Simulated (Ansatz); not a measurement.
# C2H3AlOS: one species, many methods

How much do the methods differ for C2H3AlOS? The plan is to run it at one geometry with functionals of several rungs and with coupled cluster. The yardstick is the atomisation energy at the CCSD(T) limit.

The runs use Ansatz 0.2.0, Gaussian basis; functionals in def2-TZVPP, the program's frozen cores in correlated methods.

Levels to be run: LDA (SPW92), PBE-D4, revPBE-D4, BLYP-D4, r2SCAN-D4, B97M-V, PBE0-D4, B3LYP-D4, r2SCANh-D4, r2SCAN0-D4, HSE06-D4, BHLYP-D4, CAM-B3LYP-D4, LC-ωPBE, ωB97X-V, ωB97M-V, B2PLYP, PBE-QIDH; CCSD(T)/def2-SVP; CCSD(T)/def2-TZVPP; MP2/def2-QZVPP; extrapolation to the limit; RPA on PBE.

## Step 1: Structure used throughout

The geometry comes from an earlier relaxation with PBE0-D4 in a triple-zeta def2 set; it is a stationary point, not always the lowest conformer.

8 atoms, charge 0, spin multiplicity 1.

Atoms are counted from 1 here; the program's logs count them from 0.

Bond lengths: C1–Al2 1.933 Å, C1–H6 1.094 Å, C1–H7 1.092 Å, C1–H8 1.094 Å, Al2–S3 2.039 Å, Al2–C4 2.079 Å, C4–O5 1.128 Å. Angles: Al2–C1–H6 111.0°, Al2–C1–H7 110.9°, Al2–C1–H8 111.0°, H6–C1–H7 108.1°, H6–C1–H8 107.6°, H7–C1–H8 108.1°, C1–Al2–S3 159.3°, C1–Al2–C4 114.9°, S3–Al2–C4 85.8°, Al2–C4–O5 165.9°.

## Step 2: LDA

This LDA is Slater exchange with PW92 correlation.

Contents of in.yaml:

```yaml
crystal:
  periodic: [false, false, false]
  atoms:
    - {symbol: C, position_ang: [-1.310774, -0.376143, 0.463379]}
    - {symbol: Al, position_ang: [0.613997, -0.341385, 0.291941]}
    - {symbol: S, position_ang: [2.569033, -0.810897, 0.633331]}
    - {symbol: C, position_ang: [1.341283, 0.994785, -1.124349]}
    - {symbol: O, position_ang: [1.980744, 1.622233, -1.810209]}
    - {symbol: H, position_ang: [-1.783397, -0.661090, -0.480677]}
    - {symbol: H, position_ang: [-1.621173, -1.092371, 1.227432]}
    - {symbol: H, position_ang: [-1.697512, 0.607667, 0.743253]}
basis:
  gaussian: {orbitals: def2-TZVPP}
hamiltonian: {xc: lda}
output: {orbitals: {seedname: orbitals}}
```

Launch:

```sh
$ ansatz run in.yaml --threads 2 --pin off --events-out ev --progress --plain --max-ram 4352MiB
```

Further steps of the session: PBE-D4 (GGA); revPBE-D4 (GGA); BLYP-D4 (GGA); r2SCAN-D4 (meta-GGA); B97M-V (meta-GGA); PBE0-D4 (hybrid); B3LYP-D4 (hybrid); r2SCANh-D4 (hybrid); r2SCAN0-D4 (hybrid); HSE06-D4 (hybrid); BHLYP-D4 (hybrid); CAM-B3LYP-D4 (range-separated); LC-ωPBE (range-separated); ωB97X-V (range-separated); ωB97M-V (range-separated); B2PLYP (double hybrid); PBE-QIDH (double hybrid); CCSD(T) in def2-SVP; CCSD(T) in def2-TZVPP; MP2 in def2-QZVPP; RPA on PBE orbitals.

Q: Predict the results of all the runs planned. Wanted: atomisation energy, CCSD(T)/CBS; farthest beyond LDA; mean size of error, GGA; mean size of error, meta-GGA; mean size of error, hybrid; mean size of error, range-separated; mean size of error, double hybrid; gap, smallest and largest; T1 diagnostic.

**Answer**, as computed:

| quantity | value |
| --- | --- |
| atomisation energy, CCSD(T)/CBS | 3130.5 kJ/mol |
| functionals within 15.7 kJ/mol (0.5 %) | PBE0-D4, B3LYP-D4, r2SCANh-D4, HSE06-D4, ωB97X-V, ωB97M-V |
| farthest beyond LDA | BHLYP-D4 (-145.7 kJ/mol) |
| mean size of error, GGA | 50.5 kJ/mol |
| mean size of error, meta-GGA | 41.5 kJ/mol |
| mean size of error, hybrid | 38.9 kJ/mol |
| mean size of error, range-separated | 14.8 kJ/mol |
| mean size of error, double hybrid | 25.3 kJ/mol |
| gap, smallest and largest | 2.13 eV (LDA (SPW92)), 8.53 eV (LC-ωPBE) |
| T1 diagnostic | 0.0184 |
| triples share of the correlation energy | 4.8 % |

What this shows: LDA overbinds by 496.1 kJ/mol (16 %). PBE-D4 misses by +110.8 kJ/mol. Double hybrids carry the basis error of their MP2 part in triple zeta, and no dispersion term here, so their miss is partly the set-up's. Taken by rung, range-separated functionals do best (14.8 kJ/mol on average) and GGA ones worst beyond LDA (50.5 kJ/mol). Misses under about 15.7 kJ/mol are within the doubt on the reference itself, which lacks core-valence correlation, relativity and higher excitations. Hartree-Fock recovers 70 % of the binding; the rest is correlation. CCSD(T) in def2-SVP is off by -177.4 kJ/mol, more than most functionals: a good method in a small basis is no reference. Orbital gaps span 2.1 to 8.5 eV; exact exchange widens them.
